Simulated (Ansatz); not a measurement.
# CH8AlBSi: small, medium and large basis sets

One table from this session's results is given with a row withheld; the runs are named, their logs left out.

Method: one geometry, several basis sets; program: Ansatz 0.2.0, Gaussian basis.

Plan: PBE0-D4/def2-SVP; ωB97M-V/def2-SVP; PBE0-D4/def2-QZVPP; ωB97M-V/def2-QZVPP; the functionals' def2-TZVPP values are taken from earlier runs.

1 further run of the same task is left out (it didn't finish).

## The relaxed structure

All runs share one geometry, relaxed beforehand with PBE0-D4 in a triple-zeta def2 set.

SMILES `B[CH]([AlH2])[SiH3]`, 12 atoms, charge 0, spin multiplicity 1.

Atoms are counted from 1 here; the program's logs count them from 0.

Bond lengths: B1–C2 1.507 Å, B1–H5 1.202 Å, B1–H6 1.199 Å, C2–Al3 2.026 Å, C2–Si4 1.847 Å, C2–H7 1.091 Å, Al3–H8 1.579 Å, Al3–H9 1.581 Å, Si4–H10 1.556 Å, Si4–H11 1.479 Å, Si4–H12 1.481 Å. Angles: C2–B1–H5 120.4°, C2–B1–H6 121.2°, H5–B1–H6 118.4°, B1–C2–Al3 103.6°, B1–C2–Si4 119.2°, B1–C2–H7 118.7°, Al3–C2–Si4 84.4°, Al3–C2–H7 108.2°, Si4–C2–H7 114.9°, C2–Al3–H8 120.1°, C2–Al3–H9 114.4°, H8–Al3–H9 124.8°, C2–Si4–H10 102.5°, C2–Si4–H11 116.8°, C2–Si4–H12 115.4°, H10–Si4–H11 103.5°, H10–Si4–H12 103.7°, H11–Si4–H12 112.6°.

Set-up of the first run:

in.yaml reads:

```yaml
crystal:
  periodic: [false, false, false]
  atoms:
    - {symbol: B, position_ang: [-1.704045, 0.371996, 0.391574]}
    - {symbol: C, position_ang: [-0.227717, 0.674265, 0.419863]}
    - {symbol: Al, position_ang: [0.617330, -1.113706, 0.858628]}
    - {symbol: Si, position_ang: [0.749540, 0.546872, -1.142146]}
    - {symbol: H, position_ang: [-2.164997, -0.323831, -0.472999]}
    - {symbol: H, position_ang: [-2.437433, 0.775640, 1.250438]}
    - {symbol: H, position_ang: [0.142258, 1.410253, 1.134514]}
    - {symbol: H, position_ang: [-0.142270, -2.454727, 0.514418]}
    - {symbol: H, position_ang: [1.932411, -1.018834, 1.731877]}
    - {symbol: H, position_ang: [1.459205, -0.828861, -0.984960]}
    - {symbol: H, position_ang: [-0.017591, 0.399426, -2.397917]}
    - {symbol: H, position_ang: [1.870307, 1.506207, -1.269291]}
basis:
  gaussian: {orbitals: def2-SVP}
hamiltonian: {xc: pbe0, dispersion: d4}
output: {orbitals: {seedname: orbitals}}
```

Command:

```console
> ansatz run in.yaml --threads 2 --pin off --events-out ev --progress --plain --max-ram 4352MiB
```

Steps of the session up to this table: PBE0-D4 in def2-SVP; ωB97M-V in def2-SVP; PBE0-D4 in def2-QZVPP; ωB97M-V in def2-QZVPP.

One of the session's tables, all rows but one given; the rest of the session is left out.

It belongs to the step «Density functionals: the series». 

| functional | basis | HOMO (eV) |
| --- | --- | --- |
| PBE0-D4 | def2-SVP | -8.22 |
| PBE0-D4 | def2-TZVPP | -8.22 |
| PBE0-D4 | def2-QZVPP | ? |
| ωB97M-V | def2-SVP | -10.34 |
| ωB97M-V | def2-TZVPP | -10.37 |
| ωB97M-V | def2-QZVPP | -10.36 |

**Question.** Estimate the row for PBE0-D4, def2-QZVPP.

**Answer.** HOMO (eV): -8.21. In the column «HOMO (eV)» it is the highest.
